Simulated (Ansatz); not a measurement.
# SiNi (rocksalt type): a relaxation

Wanted: a converged relaxation for SiNi (rocksalt type), and a check of what comes out. The structure is shown as the input types it.

Program: Ansatz 0.2.0. Level of theory: DFT, LDA, PAW with Ansatz's default frozen-core files, scalar-relativistic. These are calculated values, not measurements.

## 1. Starting point

Symmetry: Fm-3m, No. 225, cubic system. The conventional cell has a = 4.605 Å, b = 4.605 Å, c = 4.605 Å, α = 90.00°, β = 90.00°, γ = 90.00°. Ni (site symmetry m-3m) is surrounded by 6 Si at 2.30 Å. Si (site symmetry m-3m) is surrounded by 6 Ni at 2.30 Å.

Structure file:

```
Ni Si
1.0
     0.00000    2.30249    2.30249
     2.30249    0.00000    2.30249
     2.30249    2.30249    0.00000
Ni Si
1 1
Cartesian
  0.0000 0.0000 0.0000
  2.3025 2.3025 2.3025
```

## 2. Running it

Input file input.yaml:

```yaml
crystal:
  lattice:
    - [0.0, 2.3024851496, 2.3024851496]
    - [2.3024851496, 0.0, 2.3024851496]
    - [2.3024851496, 2.3024851496, 0.0]
  atoms:
    - { symbol: Ni, position: [0.0, 0.0, 0.0] }
    - { symbol: Si, position: [0.5, 0.5, 0.5] }
kpoints:
  mp_grid: { grid: [1, 1, 1] }
scf:
  occupations: { method: fermi_dirac, width: 0.08 }
  max_iter: 60
hamiltonian:
  xc: lda
  pseudopotentials: { kind: paw }
output:
  forces: true
  stress: true
relax:
  f_tol: 0.005
  max_steps: 40
  cell: {}
```

Run with:

```console
$ ansatz run input.yaml --threads 1 --pin off --max-ram 2048MiB --backend cpu --events-out ev --progress --plain --runs-dir out
```

The program printed (excerpt; [...] marks lines left out):

```text
[...]
Pseudopotentials: kind: paw
Pseudopotential: Ni, paw, valence charge 18, recommended cutoff 420 eV (normal)
Pseudopotential: Si, paw, valence charge 4, recommended cutoff 420 eV (normal)
Functional definition: SPW92
[...]
Crystal: 2 atoms, lattice volume = 24.413 Å³
Basis set: ecut = 420 eV, 531 PW (Γ)
Bands: 15, of which v1, the nominal top of the filled ones, is band 11 counted from 1 (10 counted from 0)
Symmetry: 48 space group operations
Space group: Fm-3m (ITA 225), of the structure as read, at distance tolerance 2.9e-5 Å
k-points: 1
[...]
SCF iter   1: F=—  HF=-6374.544308 eV  |F-HF|=—  |Δ(HF+E_count)|=         —  Δρ=7.60e-2  dr2=1.05e0  ethr=1.77e-3  ⟨swp⟩=6.0  Hψ=84  notcnv=0
[...]
relax step   1: F+E_penalty+E_count = -6374.27983959 eV  Δ(F+E_penalty+E_count) = +0.000e0 eV  max|allowed force component| = 1.227e-23 eV/Å  Δτ_max = 0.0000 Å  P = +25.430 GPa  Ω = 24.413 Å³  (9 SCF iters, dr2 threshold 1.00e-7 eV, accepted)
[...]
relax step   7: F+E_penalty+E_count = -6374.56671615 eV  Δ(F+E_penalty+E_count) = +2.280e-5 eV  max|allowed force component| = 7.856e-30 eV/Å  Δτ_max = 0.0000 Å  P = +0.001 GPa  Ω = 28.626 Å³  energy of the carried Pulay correction = -4.333e-5 eV  (5 SCF iters, dr2 threshold 6.54e-8 eV, accepted)
[...]
relax step   8: F+E_penalty+E_count = -6374.56671616 eV  Δ(F+E_penalty+E_count) = -1.377e-8 eV  max|allowed force component| = 9.963e-27 eV/Å  Δτ_max = 0.0000 Å  P = +0.002 GPa  Ω = 28.626 Å³  stress off target by 1.68e-3 GPa  SCF on the basis re-selected at this cell (its energy is not [...]
SCF converged after 7 iterations
Free energy (F): -6374.566716 eV
[...]
E sigma→0 (E₀):  -6374.413953 eV
Entropy (-TS):   -0.305527 eV (-152.763 meV/atom)
Fermi energy:    15.175361 eV
[...]
--- Forces (eV/Å), atoms counted from 1 ---
  atom   1  Ni     0.00000000    -0.00000000    -0.00000000
  atom   2  Si    -0.00000000     0.00000000    -0.00000000
[...]
--- Stress (GPa, compression-positive) ---
        0.001678       0.000000       0.000000
        0.000000       0.001678       0.000000
        0.000000       0.000000       0.001678
  P = ⅓ Tr σ = 0.0017 GPa (0.017 kbar)
--- Relaxed structure (6 steps of the walk, 6 accepted, 2 SCFs on fresh bases) ---
  F+E_penalty+E_count = -6374.56671616 eV   max|allowed force component| = 9.963e-27 eV/Å   (the final SCF, on the basis selected at the relaxed cell)
  cell:  # Å, volume = 28.6263 Å³
    - [6.440327295989898e-34, 2.427981104947878, 2.427981104947878]
    - [2.427981104947878, -2.59997737498908e-34, 2.427981104947878]
    - [2.427981104947878, 2.427981104947878, 7.165366921259423e-35]
  atoms:
    - { symbol: Ni, position: [-1.7286779020157556e-33, 3.3458281212575385e-34, 1.0037484554889977e-33] }
    - { symbol: Si, position: [0.5, 0.5, 0.5] }
```

It took 1.4 s on 1 thread of Intel Xeon 6975P-C (Granite Rapids), shared host; peak memory 0.32 GiB.

## 3. Checking the result

The run converged and reported no error. Convergence says nothing about whether the input makes sense.

The suspect setting: kpoints.mp_grid.grid is [1, 1, 1]. Band dispersion is ignored when only one k-point is used.

Run again and compare: set kpoints.mp_grid.grid to [16, 16, 16].

## 4. A check with that setting changed

Other changes include scf.max_iter, output requests.

Changes to input.yaml since step 2:

```diff
@@ -9,6 +9,5 @@
 kpoints:
-  mp_grid: { grid: [1, 1, 1] }
+  mp_grid: { grid: [16, 16, 16] }
 scf:
   occupations: { method: fermi_dirac, width: 0.08 }
-  max_iter: 60
 hamiltonian:
@@ -19,2 +18,6 @@
   stress: true
+  write_density: true
+  write_potential: true
+  elf: true
+  volumetric_format: npy
 relax:
```

Run with:

```console
$ ansatz run input.yaml --threads 1 --pin off --max-ram 2048MiB --backend cpu --events-out ev --progress --plain --runs-dir out
```

The main lines of its log:

```text
[...]
Basis set: ecut = 420 eV, 531 PW (Γ)
[...]
k-points: 145 of 4096
[...]
SCF iter   1: F=—  HF=-6382.133605 eV  |F-HF|=—  |Δ(HF+E_count)|=         —  Δρ=2.35e-2  dr2=5.99e-2  ethr=1.77e-3  ⟨swp⟩=4.8  Hψ=11026  notcnv=0
preconditioner: auto → none  [metal: Δε(μ)=0.025 eV  Ē_g=8.926 eV  σ=0.080 eV  W_gap=0.08  n_scr=8 (ndim 8)  ℏωp=28.1 eV  f_vac=0.000  D(μ)=1.23/eV (n_scr^D=14)  sad-step TF]
SCF iter   2: F=—  HF=-6382.124991 eV  |F-HF|=—  |Δ(HF+E_count)|=   8.61e-3  Δρ=7.11e-3  dr2=4.34e-3  ethr=2.72e-4  ⟨swp⟩=2.1  Hψ=3903  notcnv=0  defer=11
[...]
relax step   1: F+E_penalty+E_count = -6382.12418125 eV  Δ(F+E_penalty+E_count) = +0.000e0 eV  max|allowed force component| = 1.578e-30 eV/Å  Δτ_max = 0.0000 Å  P = +4.325 GPa  Ω = 24.413 Å³  (6 SCF iters, dr2 threshold 1.00e-7 eV, accepted)
[...]
relax step   2: F+E_penalty+E_count = -6382.13031843 eV  Δ(F+E_penalty+E_count) = -6.137e-3 eV  max|allowed force component| = 3.780e-31 eV/Å  Δτ_max = 0.0000 Å  P = +1.946 GPa  Ω = 24.736 Å³  energy of the carried Pulay correction = -1.660e-4 eV  (6 SCF iters
[...]
relax step   3: F+E_penalty+E_count = -6382.13187740 eV  Δ(F+E_penalty+E_count) = -1.559e-3 eV  max|allowed force component| = 2.630e-31 eV/Å  Δτ_max = 0.0000 Å  P = +0.076 GPa  Ω = 25.008 Å³  energy of the carried Pulay correction = -3.034e-4 eV  (6 SCF iters
[...]
relax step   4: F+E_penalty+E_count = -6382.13187447 eV  Δ(F+E_penalty+E_count) = +2.925e-6 eV  max|allowed force component| = 1.200e-30 eV/Å  Δτ_max = 0.0000 Å  P = +0.001 GPa  Ω = 25.019 Å³  energy of the carried Pulay correction = -3.091e-4 eV  (6 SCF iters
[...]
SCF iter   5: F=-6382.132211 eV  HF=-6382.132211 eV  |F-HF|=3.64e-12  |Δ(HF+E_count)|=  7.28e-12  Δρ=9.75e-8  dr2=9.29e-13  ethr=1.00e-12  ⟨swp⟩=1.7  Hψ=2724  notcnv=0
SCF iter   6: F=-6382.132211 eV  HF=-6382.132211 eV  |F-HF|=0.00e0  |Δ(HF+E_count)|=    0.00e0  Δρ=2.08e-8  dr2=4.70e-14  ethr=1.00e-12  ⟨swp⟩=4.1  Hψ=9496  notcnv=0
[...]
relax step   5: F+E_penalty+E_count = -6382.13221127 eV  Δ(F+E_penalty+E_count) = -3.368e-4 eV  max|allowed force component| = 1.906e-30 eV/Å  Δτ_max = 0.0000 Å  P = +0.020 GPa  Ω = 25.019 Å³  stress off target by 1.95e-2 GPa  SCF on the basis re-selected at t
[...]
SCF converged after 6 iterations
Free energy (F): -6382.132211 eV
[...]
E sigma→0 (E₀):  -6382.119591 eV
[...]
Fermi energy:    13.671245 eV
[...]
  P = ⅓ Tr σ = 0.0195 GPa (0.195 kbar)
[...]
--- Relaxed structure (4 steps of the walk, 4 accepted, 1 SCFs on fresh bases) ---
[...]
```

It took 7.7 s on 1 thread of Intel Xeon 6975P-C (Granite Rapids), shared host; peak memory 0.42 GiB.

The maps below are laid out on this run's own conventional cell (a, b, c = 4.643, 4.643, 4.643 Å).

Density in a lattice plane of the grid's cell (edges 4.64 and 4.64 Å, at 0.000 of the third edge), which holds Ni and Si.

Ten even steps from ' ' (0.06 e/Å³) to '@' (60.62 e/Å³):
```
**==..                                      ..==
....                                          ..
                                                
                                                
                                                
                                                
                                                
                      ......                    
                    ..==**==..                  
                    ::**@@**::                  
                    ..==**==..                  
                      ......                    
                                                
                                                
                                                
                                                
                                                
....                                          ..
**==..                                      ..==
@@**::                                      ::**
```
Columns run along the first of these edges and rows up along the second, over one cell in 24 and 20 even steps from the bottom left corner. Atoms in the plane (fractional): Ni at (0.00, 0.00), Ni at (0.50, 0.50), Si at (0.00, 0.50), Si at (0.50, 0.00).

ELF in the same plane.

Values, 12 rows by 12 columns:
```
0.44 0.34 0.21 0.46 0.68 0.40 0.31 0.40 0.68 0.46 0.21 0.34
0.22 0.21 0.21 0.37 0.58 0.68 0.71 0.68 0.58 0.37 0.21 0.21
0.48 0.46 0.37 0.30 0.37 0.46 0.48 0.46 0.37 0.29 0.37 0.46
0.71 0.68 0.58 0.37 0.21 0.21 0.22 0.21 0.21 0.37 0.58 0.68
0.31 0.40 0.68 0.46 0.21 0.34 0.44 0.34 0.21 0.46 0.68 0.40
0.59 0.31 0.71 0.48 0.22 0.44 0.73 0.44 0.22 0.48 0.71 0.31
0.31 0.40 0.68 0.46 0.21 0.34 0.44 0.34 0.21 0.46 0.68 0.40
0.71 0.68 0.58 0.37 0.21 0.21 0.22 0.21 0.21 0.37 0.58 0.68
0.48 0.46 0.37 0.29 0.37 0.46 0.48 0.46 0.37 0.30 0.37 0.46
0.22 0.21 0.21 0.37 0.58 0.68 0.71 0.68 0.58 0.37 0.21 0.21
0.44 0.34 0.21 0.46 0.68 0.40 0.31 0.40 0.68 0.46 0.21 0.34
0.73 0.44 0.22 0.48 0.71 0.31 0.59 0.31 0.71 0.48 0.22 0.44
```
Columns run along the first of these edges and rows up along the second, over one cell in 12 and 12 even steps from the bottom left corner. Atoms in the plane (fractional): Ni at (0.00, 0.00), Ni at (0.50, 0.50), Si at (0.00, 0.50), Si at (0.50, 0.00).

Both are smooth fields of the valence electrons: close to the nuclei they are not physical.

Maxima of ELF outside the ion cores: 0.71 on the Si–Ni line, 1.0 Å from Si.

```
       run     ending  energy change  pressure (GPa)  gap (eV)  force (eV/Å)  cycles   time
 first try  converged  +3.78 eV/atom             0.0      0.00          0.00      51  1.4 s
second try  converged              0             0.0      0.00          0.00      30  7.7 s
```

## 5. What came out

| quantity | value |
| --- | --- |
| first try | converged |
| fault in the input | one k-point |
| second try | converged |
| energy (zero set by the potentials) | -6382.1322 eV |
| pressure | 0.02 GPa |
| gap on the mesh | none (metal on this mesh) |
| largest force | 0.000 eV/Å |

What this shows: Both runs converge, but the first lies +3.78 eV/atom from the second; on mending, the final volume goes from 28.63 to 25.02 Å³. The second, on usual settings, is the one to trust of the two, though its own convergence isn't tested here. The reference has no spin polarisation; with Ni present, a magnetic state may lie lower.
